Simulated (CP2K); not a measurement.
# CH4BFO2 (SMILES COB(O)F): PBE0/TZV2P-MOLOPT-PBE0-GTH (core potential)

Aim: the energy change on altering one bond length of CH4BFO2 at PBE0/TZV2P-MOLOPT-PBE0-GTH (core potential), from 2 runs. 

The results are computed with CP2K 2026.2.

3 further runs of the same task are left out: 1 that didn't finish, 2 set aside as unsound or not needed.

## (1) Starting point

The species is CH4BFO2 (9 atoms), meant as a singlet with charge 0. As SMILES, `COB(O)F`. The coordinates come from a PBE0-D4/def2-TZVP relaxation. This is one conformer, not always the lowest.

Bond lengths: C1–O2 1.414 Å, O2–B3 1.344 Å, B3–O4 1.361 Å, B3–F5 1.336 Å, C1–H6 1.092 Å, C1–H7 1.091 Å, C1–H8 1.092 Å, O4–H9 0.959 Å. Some angles: C1–O2–B3 122.2°, O2–B3–O4 122.7°, O2–B3–F5 117.4°, O4–B3–F5 119.9°, O2–C1–H6 108.8°, O2–C1–H7 111.8°, O2–C1–H8 108.7°, B3–O4–H9 112.6°, H6–C1–H7 109.3°, H6–C1–H8 108.7°.

## (2) A single-point energy at PBE0/TZV2P-MOLOPT-PBE0-GTH (core potential)

Contents of gas.inp:

```
&GLOBAL
    PROJECT_NAME gas
    RUN_TYPE ENERGY
    PRINT_LEVEL MEDIUM
&END GLOBAL
&FORCE_EVAL
    METHOD Quickstep
    &DFT
        BASIS_SET_FILE_NAME BASIS_MOLOPT_UZH
        BASIS_SET_FILE_NAME BASIS_ADMM_UZH
        POTENTIAL_FILE_NAME POTENTIAL_UZH
        &QS
            METHOD GPW
            EPS_DEFAULT 1.0E-10
        &END QS
        &MGRID
            CUTOFF 400
            REL_CUTOFF 50
            NGRIDS 4
        &END MGRID
        &POISSON
            PERIODIC NONE
            POISSON_SOLVER MULTIPOLE
        &END POISSON
        &SCF
            SCF_GUESS ATOMIC
            EPS_SCF 1.0E-06
            MAX_SCF 100
            ADDED_MOS 3
            &DIAGONALIZATION
                ALGORITHM STANDARD
            &END DIAGONALIZATION
            &MIXING
                METHOD DIRECT_P_MIXING
                ALPHA 0.4
            &END MIXING
        &END SCF
        &XC
            &XC_FUNCTIONAL
                &PBE
                    SCALE_X 0.75
                    SCALE_C 1.0
                &END PBE
            &END XC_FUNCTIONAL
            &HF
                FRACTION 0.25
                &SCREENING
                    EPS_SCHWARZ 1.0E-09
                &END SCREENING
                &MEMORY
                    MAX_MEMORY 1050
                &END MEMORY
            &END HF
        &END XC
        &AUXILIARY_DENSITY_MATRIX_METHOD
            ADMM_TYPE ADMMS
            EXCH_CORRECTION_FUNC PBEX
        &END AUXILIARY_DENSITY_MATRIX_METHOD
        &PRINT
            &MOMENTS
                PERIODIC F
                REFERENCE COM
                MAX_MOMENT 1
            &END MOMENTS
            &MO ON
                ENERGIES T
                OCCUPATION_NUMBERS T
                NDIGITS 6
                &EACH
                    QS_SCF 0
                &END EACH
                ADD_LAST NUMERIC
            &END MO
            &HIRSHFELD OFF
            &END HIRSHFELD
        &END PRINT
    &END DFT
    &SUBSYS
        &CELL
            ABC 10.3 10 11
            PERIODIC NONE
        &END CELL
        &COORD
            C     -0.649300     0.491300    -1.085900
            O     -0.487000     0.689600     0.304600
            B      0.320400    -0.085100     1.049500
            O      1.040400    -1.114300     0.524700
            F      0.401500     0.187700     2.355300
            H     -1.701500     0.285200    -1.291400
            H     -0.040700    -0.337700    -1.451200
            H     -0.363100     1.407000    -1.606600
            H      1.567700    -1.570100     1.184000
        &END COORD
        &TOPOLOGY
            &CENTER_COORDINATES
            &END CENTER_COORDINATES
        &END TOPOLOGY
        &KIND C
            BASIS_SET ORB TZV2P-MOLOPT-PBE0-GTH-q4
            BASIS_SET AUX_FIT admm-tzp-q4
            POTENTIAL GTH-PBE0-q4
        &END KIND
        &KIND O
            BASIS_SET ORB TZV2P-MOLOPT-PBE0-GTH-q6
            BASIS_SET AUX_FIT admm-tzp-q6
            POTENTIAL GTH-PBE0-q6
        &END KIND
        &KIND B
            BASIS_SET ORB TZV2P-MOLOPT-PBE0-GTH-q3
            BASIS_SET AUX_FIT admm-tzp-q3
            POTENTIAL GTH-PBE0-q3
        &END KIND
        &KIND F
            BASIS_SET ORB TZV2P-MOLOPT-PBE0-GTH-q7
            BASIS_SET AUX_FIT admm-tzp-q7
            POTENTIAL GTH-PBE0-q7
        &END KIND
        &KIND H
            BASIS_SET ORB TZV2P-MOLOPT-PBE0-GTH-q1
            BASIS_SET AUX_FIT admm-tzp-q1
            POTENTIAL GTH-PBE0-q1
        &END KIND
    &END SUBSYS
&END FORCE_EVAL
```

Command:

```console
$ OMP_NUM_THREADS=1 cp2k.psmp -i gas.inp -o gas.out
```

Log:

```text
CP2K| version string:                                       CP2K version 2026.2
[...]
 GLOBAL| Method name                                                        CP2K
[...]
 GLOBAL| Run type                                                         ENERGY
[...]
 DFT| Spin restricted Kohn-Sham (RKS) calculation                            RKS
 DFT| Multiplicity                                                             1
[...]
 DFT| Charge                                                                   0
[...]
 FUNCTIONAL| PBE:
 QS| Method:                                                                 GPW
[...]
 QS| Density cutoff [a.u.]:                                                200.0
[...]
 QS| Relative density cutoff [a.u.]:                                        25.0
[...]
                             - Atoms:                                          9
[...]
                             - Spherical basis functions:                    201
[...]
 Number of electrons:                                                         30
[...]
     1 P_Mix/Diag. 0.40E+00   31.7     2.68894771       -62.7388202444 -6.27E+01
[...]
    16 DIIS/Diag.  0.14E-05   12.5     0.00000052       -67.2621260386 -9.93E-12
  *** SCF run converged in    16 steps ***
[...]
  Overlap energy of the core charge distribution:               0.00000207971300
  Self energy of the core charge distribution:               -173.14851281352460
  Core Hamiltonian energy:                                     50.28842051722587
  Hartree energy:                                              71.58304623016137
  Exchange-correlation energy:                                -12.28137204916272
  Hartree-Fock Exchange energy:                                -3.70371000301034
  Total energy:                                               -67.26212603859743
[...]
                     Mulliken Population Analysis
 #  Atom  Element  Kind  Atomic population                           Net charge
       1     C        1          4.006975                             -0.006975
       2     O        2          6.258511                             -0.258511
       3     B        3          2.478434                              0.521566
       4     O        2          6.247202                             -0.247202
       5     F        4          7.353259                             -0.353259
       6     H        5          0.935089                              0.064911
       7     H        5          0.928564                              0.071436
       8     H        5          0.934923                              0.065077
       9     H        5          0.857044                              0.142956
 # Total charge                             30.000000                  0.000000
[...]
  Dipole moment [Debye]
    X=  0.6076893E+00 Y= -0.1100145E+01 Z= -0.1236945E+01  Total=      1.7634165
 ENERGY| Total FORCE_EVAL ( QS ) energy [hartree]            -67.262126038597430
[...]
```

Wall time 4.5 min (1 thread of Intel Xeon at 2.50GHz (Skylake/Cascade Lake), shared host); peak memory 1.1 GiB.

## (3) The distorted shape, same level

Contents of molecule.inp:

```
&GLOBAL
  PROJECT_NAME molecule
  RUN_TYPE ENERGY
  PRINT_LEVEL MEDIUM
&END GLOBAL
&FORCE_EVAL
  METHOD Quickstep
  &DFT
    BASIS_SET_FILE_NAME BASIS_MOLOPT_UZH
    BASIS_SET_FILE_NAME BASIS_ADMM_UZH
    POTENTIAL_FILE_NAME POTENTIAL_UZH
    CHARGE 0
    MULTIPLICITY 1
    &QS
      METHOD GPW
      EPS_DEFAULT 1.0E-10
    &END QS
    &MGRID
      CUTOFF 400
      REL_CUTOFF 50
      NGRIDS 4
    &END MGRID
    &POISSON
      PERIODIC NONE
      POISSON_SOLVER MULTIPOLE
    &END POISSON
    ! self-consistent field
    &SCF
      SCF_GUESS ATOMIC
      EPS_SCF 1.0E-06
      MAX_SCF 50
      &OT ON
        MINIMIZER CG
        PRECONDITIONER FULL_ALL
      &END OT
      &OUTER_SCF
        EPS_SCF 1.0E-06
        MAX_SCF 10
      &END OUTER_SCF
    &END SCF
    ! exchange and correlation
    &XC
      &XC_FUNCTIONAL
        &PBE
          SCALE_X 0.75
          SCALE_C 1.0
        &END PBE
      &END XC_FUNCTIONAL
      &HF
        FRACTION 0.25
        &SCREENING
          EPS_SCHWARZ 1.0E-09
          SCREEN_ON_INITIAL_P F
        &END SCREENING
        &INTERACTION_POTENTIAL
          POTENTIAL_TYPE COULOMB
        &END INTERACTION_POTENTIAL
        &MEMORY
          MAX_MEMORY 1050
        &END MEMORY
      &END HF
    &END XC
    &AUXILIARY_DENSITY_MATRIX_METHOD
      ADMM_TYPE ADMMS
      EXCH_CORRECTION_FUNC PBEX
    &END AUXILIARY_DENSITY_MATRIX_METHOD
    ! extra output
    &PRINT
      &MOMENTS
        PERIODIC F
        REFERENCE COM
        MAX_MOMENT 1
      &END MOMENTS
      &MO_CUBES
        NLUMO 5
        NHOMO -1
        WRITE_CUBE F
      &END MO_CUBES
      &HIRSHFELD OFF
      &END HIRSHFELD
    &END PRINT
  &END DFT
  ! atoms, cell and kinds
  &SUBSYS
    &CELL
      ABC [angstrom] 10.3 10 12
      PERIODIC NONE
    &END CELL
    &COORD
      UNIT bohr
      C     -1.3496027     0.5160162    -4.0261031
      O     -1.0429002     0.8907489    -1.3984389
      B      0.4828647    -0.5732220     0.0092181
      O      1.8434675    -2.5181281    -0.9825102
      F      0.7587250     0.3547016     4.4508719
      H     -3.3379725     0.1265436    -4.4144418
      H     -0.1995154    -1.0505668    -4.7164200
      H     -0.8087631     2.2464384    -5.0100835
      H      2.8399201    -3.3794653     0.2633862
    &END COORD
    &TOPOLOGY
      &CENTER_COORDINATES
      &END CENTER_COORDINATES
    &END TOPOLOGY
    &KIND C
      BASIS_SET ORB TZV2P-MOLOPT-PBE0-GTH-q4
      BASIS_SET AUX_FIT admm-tzp-q4
      POTENTIAL GTH-PBE0-q4
    &END KIND
    &KIND O
      BASIS_SET ORB TZV2P-MOLOPT-PBE0-GTH-q6
      BASIS_SET AUX_FIT admm-tzp-q6
      POTENTIAL GTH-PBE0-q6
    &END KIND
    &KIND B
      BASIS_SET ORB TZV2P-MOLOPT-PBE0-GTH-q3
      BASIS_SET AUX_FIT admm-tzp-q3
      POTENTIAL GTH-PBE0-q3
    &END KIND
    &KIND F
      BASIS_SET ORB TZV2P-MOLOPT-PBE0-GTH-q7
      BASIS_SET AUX_FIT admm-tzp-q7
      POTENTIAL GTH-PBE0-q7
    &END KIND
    &KIND H
      BASIS_SET ORB TZV2P-MOLOPT-PBE0-GTH-q1
      BASIS_SET AUX_FIT admm-tzp-q1
      POTENTIAL GTH-PBE0-q1
    &END KIND
  &END SUBSYS
&END FORCE_EVAL
```

Command:

```console
$ OMP_NUM_THREADS=1 cp2k.psmp -i molecule.inp -o molecule.out
```

Log (excerpt; [...] marks lines left out):

```text
CP2K| version string:                                       CP2K version 2026.2
[...]
 GLOBAL| Method name                                                        CP2K
[...]
 GLOBAL| Run type                                                         ENERGY
[...]
 DFT| Spin restricted Kohn-Sham (RKS) calculation                            RKS
 DFT| Multiplicity                                                             1
[...]
 DFT| Charge                                                                   0
[...]
 FUNCTIONAL| PBE:
 QS| Method:                                                                 GPW
[...]
 QS| Density cutoff [a.u.]:                                                200.0
[...]
 QS| Relative density cutoff [a.u.]:                                        25.0
[...]
                             - Atoms:                                          9
[...]
                             - Spherical basis functions:                    201
[...]
 Number of electrons:                                                         30
[...]
     1 OT CG       0.15E+00   29.1     0.13077084       -62.9145115006 -6.29E+01
[...]
    37 OT CG       0.14E+00    9.6     0.00000094       -67.0891518458 -4.08E-10
  *** SCF run converged in    37 steps ***
[...]
  Overlap energy of the core charge distribution:               0.00000187298499
  Self energy of the core charge distribution:               -173.14851281352460
  Core Hamiltonian energy:                                     49.63331212339023
  Hartree energy:                                              72.17525905952472
  Exchange-correlation energy:                                -12.11265225695628
  Hartree-Fock Exchange energy:                                -3.63655983122116
  Total energy:                                               -67.08915184580211
[...]
                     Mulliken Population Analysis
 #  Atom  Element  Kind  Atomic population                           Net charge
       1     C        1          4.000805                             -0.000805
       2     O        2          6.199881                             -0.199881
       3     B        3          2.463623                              0.536377
[...]
  Dipole moment [Debye]
    X=  0.2484471E+00 Y= -0.2163127E+01 Z= -0.6465477E+01  Total=      6.8222603
[...]
 HOMO - LUMO gap [eV] :    5.239450
 ENERGY| Total FORCE_EVAL ( QS ) energy [hartree]            -67.089151845802107
[...]
```

Wall time 12 min (1 thread of Intel Xeon at 2.50GHz (Skylake/Cascade Lake), shared host); peak memory 1.2 GiB.

## (4) Results

Level: PBE0/TZV2P-MOLOPT-PBE0-GTH (core potential).

| quantity | value |
| --- | --- |
| first shape: total energy | -67.26213 Eh |
| first shape: dipole moment | 1.76 D |
| first shape: HOMO energy | -8.79 eV |
| first shape: LUMO energy | 0.93 eV |
| first shape: HOMO–LUMO gap | 9.72 eV |
| distorted shape: total energy | -67.08915 Eh |
| distorted shape: dipole moment | 6.82 D |
| distorted shape: HOMO energy | -8.16 eV |
| distorted shape: LUMO energy | -2.92 eV |
| distorted shape: HOMO–LUMO gap | 5.24 eV |
| energy change with the B3–F5 bond stretched from 1.336 to 2.406 Å | 4.707 eV |

**Reading.** With the B3–F5 bond stretched from 1.336 to 2.406 Å the energy rises by 4.71 eV (454 kJ/mol).
